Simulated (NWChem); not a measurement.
# CH3BFNO (SMILES NC1(F)BO1) at 5 levels

Aim: a comparison of 5 runs (HF/STO-3G, HF/3-21G, B3LYP/6-31G*, BP86/pcseg-1) of CH3BFNO. 

Program for the calculation: NWChem 7.3.0.

**1. The system as given**

The species is CH3BFNO (8 atoms), meant as a singlet with charge 0. As SMILES, `NC1(F)BO1`. The coordinates come from a PBE0-D4/def2-TZVP relaxation. This is one conformer, not always the lowest.

Bond lengths: N1–C2 1.387 Å, C2–F3 1.372 Å, C2–B4 1.510 Å, C2–O5 1.462 Å, B4–O5 1.335 Å, N1–H6 1.009 Å, N1–H7 1.013 Å, B4–H8 1.182 Å. Some angles: N1–C2–F3 113.8°, N1–C2–B4 127.1°, N1–C2–O5 115.3°, F3–C2–B4 118.6°, F3–C2–O5 108.3°, B4–C2–O5 53.3°, C2–B4–O5 61.5°, C2–O5–B4 65.2°, C2–N1–H6 112.2°, C2–N1–H7 112.6°.

**2. Energy and gradient at HF/STO-3G (run 1)**

File m1.xyz:

```xyz
8

N     -0.431000     1.148400     0.184600
C      0.054100    -0.061200    -0.289600
F      0.122100    -0.132700    -1.658300
B      0.337600    -1.307200     0.515100
O      1.346900    -0.473000     0.255300
H     -1.439500     1.170100     0.211400
H     -0.075300     1.941600    -0.336200
H      0.177200    -2.343100     1.061900
```

File run.py:

```python
from ase.io import read
from ase.calculators.nwchem import NWChem

atoms = read('m1.xyz')

calc = NWChem(
    label='m1',
    theory='scf',
    memory='2200 mb',
    basis='STO-3G',
    basispar='spherical bse',
    scf={'nopen': '0', 'rhf': None, 'thresh': '1e-08', 'maxiter': '80'},
)
atoms.calc = calc

forces = atoms.get_forces()
e = atoms.get_potential_energy()
print(f"E = {e:.6f} eV")
print("forces (eV/A):")
for s, f in zip(atoms.symbols, forces):
    print(f"{s:2s} {f[0]:10.5f} {f[1]:10.5f} {f[2]:10.5f}")
print("dipole (e A):", atoms.get_dipole_moment().round(4))
```

Command:

```
$ export ASE_NWCHEM_COMMAND="nwchem PREFIX.nwi > PREFIX.nwo"
$ python run.py
```

Output:

```text
E = -7867.477106 eV
forces (eV/A):
N    -0.54307    1.97168    1.84214
C     1.33569   -2.19603   -1.51536
F    -0.19813   -0.03008   -0.58410
B     0.64900   -1.03235    0.92534
O    -0.41369   -0.41750    0.33208
H    -0.87561    0.17730   -0.02396
H     0.10732    0.53921   -0.43447
H    -0.06150    0.98772   -0.54163
dipole (e A): [-0.328   0.0125 -0.0076]
```

The calculator wrote m1.nwi:

```
title "m1"

permanent_dir m1

scratch_dir m1

start m1

geometry units angstrom nocenter noautosym noautoz
  N  -4.3099999999999999e-01 1.1484000000000001e+00 1.8459999999999999e-01
  C  5.4100000000000002e-02 -6.1199999999999997e-02 -2.8960000000000002e-01
  F  1.2210000000000000e-01 -1.3270000000000001e-01 -1.6583000000000001e+00
  B  3.3760000000000001e-01 -1.3071999999999999e+00 5.1510000000000000e-01
  O  1.3469000000000000e+00 -4.7299999999999998e-01 2.5530000000000003e-01
  H  -1.4395000000000000e+00 1.1700999999999999e+00 2.1140000000000000e-01
  H  -7.5300000000000006e-02 1.9416000000000000e+00 -3.3620000000000000e-01
  H  1.7720000000000000e-01 -2.3431000000000002e+00 1.0619000000000001e+00
end

memory 2200 mb

basis spherical bse noprint
   * library STO-3G
end

scf
  nopen 0
  rhf
  thresh 1e-08
  maxiter 80
end

task scf gradient
```

m1.nwo:

```text
Northwest Computational Chemistry Package (NWChem) 7.3.0
             --------------------------------------------------------

           Job information
           ---------------

    nwchem branch   = 7.3.0
    use scalapack   = T
    input           = m1.nwi
    prefix          = m1.
    data base       = m1/m1.db
    status          = startup
    nproc           =        1

           Memory information
           ------------------

    heap     =     72089594 doubles =      550.0 Mbytes
    stack    =     72089599 doubles =      550.0 Mbytes
    global   =    144179200 doubles =     1100.0 Mbytes (distinct from heap & stack)
    total    =    288358393 doubles =     2200.0 Mbytes
    verify   = yes
    hardfail = no

[... 141 lines left out ...]
 Convergence threshold     :          1.000E-08
[... 13 lines left out ...]
       Final RHF  results
[... 3 lines left out ...]
      One-electron energy =   -732.891727369815
[... 1 line left out ...]
 Nuclear repulsion energy =    167.411298351725
[... 36 lines left out ...]
                       ROHF Final Molecular Orbital Analysis
[... 213 lines left out ...]
                         RHF ENERGY GRADIENTS

    atom               coordinates                        gradient
                 x          y          z           x          y          z
   1 N      -0.814472   2.170161   0.348843    0.010561  -0.038343  -0.035824
   2 C       0.102234  -0.115651  -0.547265   -0.025975   0.042706   0.029469
   3 F       0.230736  -0.250767  -3.133733    0.003853   0.000585   0.011359
[... 4 lines of this table left out ...]
   8 H       0.334859  -4.427817   2.006700    0.001196  -0.019208   0.010533

                 ----------------------------------------
                 |  Time  |  1-e(secs)   |  2-e(secs)   |
                 ----------------------------------------
                 |  CPU   |       0.00   |       0.74   |
                 ----------------------------------------
                 |  WALL  |       0.00   |       0.74   |
                 ----------------------------------------

 Task  times  cpu:        2.5s     wall:        2.5s
 Total times  cpu:        2.5s     wall:        2.5s
```

Run time: 3.9 s. Hardware: 1 thread of AMD EPYC 7B13 (Zen 3), shared host; peak memory 0.099 GiB.

**3. Energy and forces at HF/3-21G (run 2)**

File run.nw:

```
START run
TITLE "CH3BFNO hf"
memory total 2200 mb

GEOMETRY noautosym nocenter noautoz
 N       -0.431000       1.148400       0.184600
 C        0.054100      -0.061200      -0.289600
 F        0.122100      -0.132700      -1.658300
 B        0.337600      -1.307200       0.515100
 O        1.346900      -0.473000       0.255300
 H       -1.439500       1.170100       0.211400
 H       -0.075300       1.941600      -0.336200
 H        0.177200      -2.343100       1.061900
END

BASIS spherical bse
 * library 3-21G
END

SCF
 thresh 1e-08
 maxiter 80
END

TASK scf gradient
```

Command:

```
$ nwchem run.nw > run.out
```

Output:

```text
[...]
  functions       =    51
[...]
  wavefunction    = RHF
[...]
         Total SCF energy =   -291.406648097962
      One-electron energy =   -732.981840058974
      Two-electron energy =    274.163893609287
 Nuclear repulsion energy =    167.411298351725
        Time for solution =      1.8s
[...]
                         RHF ENERGY GRADIENTS
    atom               coordinates                        gradient
                 x          y          z           x          y          z
   1 N      -0.814472   2.170161   0.348843    0.013693  -0.007177   0.013048
   2 C       0.102234  -0.115651  -0.547265    0.003111  -0.006299   0.001453
   3 F       0.230736  -0.250767  -3.133733    0.002770   0.001619   0.011018
   4 B       0.637971  -2.470250   0.973398    0.019807   0.032870  -0.013554
   5 O       2.545272  -0.893840   0.482447   -0.035398  -0.014042  -0.001516
   6 H      -2.720261   2.211168   0.399488   -0.003556  -0.002183  -0.005991
   7 H      -0.142296   3.669092  -0.635326   -0.001368   0.001705  -0.007486
   8 H       0.334859  -4.427817   2.006700    0.000941  -0.006495   0.003028
[...]
```

It took 3.6 s on 1 thread of AMD EPYC 7B13 (Zen 3), shared host; peak memory 0.099 GiB.

Runs 3 to 4 aren't shown in full; the table further down has their settings and results.

**4. Energy and gradient at BP86/pcseg-1 (run 5)**

File mymol.nw:

```
start mymol
memory stack 880 mb heap 220 mb global 1100 mb
charge 0

geometry units angstroms noautosym nocenter noautoz
  N     -0.431000     1.148400     0.184600
  C      0.054100    -0.061200    -0.289600
  F      0.122100    -0.132700    -1.658300
  B      0.337600    -1.307200     0.515100
  O      1.346900    -0.473000     0.255300
  H     -1.439500     1.170100     0.211400
  H     -0.075300     1.941600    -0.336200
  H      0.177200    -2.343100     1.061900
end

basis spherical bse
  * library pcseg-1
end

dft
  xc becke88 perdew86
  grid xfine
  convergence energy 1e-08
  maxiter 100
  mulliken
  print low
end

task dft gradient
```

Command:

```
$ nwchem mymol.nw > mymol.out
```

Output:

```text
[...]
 d= 0,ls=0.0,diis     1   -294.3794187147 -4.62D+02  2.21D-02  1.17D+00     2.7
[...]
 d= 0,ls=0.0,diis    11   -294.5149536491  1.33D-09  4.56D-07  4.34D-09    25.3
         Total DFT energy =     -294.514953649074
      One electron energy =     -735.405306098016
           Coulomb energy =      310.066255791711
    Exchange-Corr. energy =      -36.587201694495
 Nuclear repulsion energy =      167.411298351725
[...]
      Total Density - Mulliken Population Analysis
     ---------------------------------------------
    Atom       Charge   Shell Charges
 -----------   ------   -------------------------------------------------------
    1 N    7     7.37   1.99  0.83  0.62  2.54  1.37  0.02
    2 C    6     5.63   1.99  0.75  0.30  2.02  0.43  0.12
    3 F    9     9.28   2.00  0.95  0.98  3.42  1.92  0.01
    4 B    5     4.80   1.99  0.68  0.29  1.57  0.18  0.07
    5 O    8     8.28   2.00  0.93  0.90  2.90  1.52  0.02
    6 H    1     0.81   0.73  0.05  0.04
    7 H    1     0.83   0.73  0.07  0.03
    8 H    1     0.99   0.77  0.21  0.01
[...]
                         DFT ENERGY GRADIENTS
    atom               coordinates                        gradient
                 x          y          z           x          y          z
   1 N      -0.814472   2.170161   0.348843   -0.004715   0.001477  -0.011487
   2 C       0.102234  -0.115651  -0.547265    0.013703  -0.001933  -0.005926
   3 F       0.230736  -0.250767  -3.133733   -0.001313   0.001658   0.021211
   4 B       0.637971  -2.470250   0.973398    0.009859   0.008412  -0.003424
   5 O       2.545272  -0.893840   0.482447   -0.026870  -0.003952  -0.003904
   6 H      -2.720261   2.211168   0.399488    0.012957  -0.001044  -0.000194
   7 H      -0.142296   3.669092  -0.635326   -0.003981  -0.010562   0.006843
   8 H       0.334859  -4.427817   2.006700    0.000360   0.005944  -0.003120
 Task  times  cpu:       33.7s     wall:       33.7s
 Total times  cpu:       33.8s     wall:       33.8s
```

It took 35 s on 1 thread of AMD EPYC 7B13 (Zen 3), shared host; peak memory 0.14 GiB.

**5. The series**

```csv
run,level,Cartesian functions,iteration cap,energy (Eh),largest force (eV/Å),wall time
1,HF/STO-3G,no,80,-289.124453,2.984,3.9 s
2,HF/3-21G,no,80,-291.406648,2.093,3.6 s
3,B3LYP/6-31G* (Cartesian functions),yes,100,-294.558999,0.728,35 s
4,B3LYP/6-31G* (spherical functions),no,100,-294.554695,0.719,34 s
5,BP86/pcseg-1,no,100,-294.514954,1.411,35 s
```

**6. Outcome**

| quantity | value |
| --- | --- |
| run 5: total energy | -294.51495 Eh |
| run 5: largest force on an atom | 1.411 eV/Å |

What this shows: Totals of different functionals can't be ranked against each other. In run 1 the basis is minimal, so the values are rough. All runs together took 1.8 min, the longest 35 s.
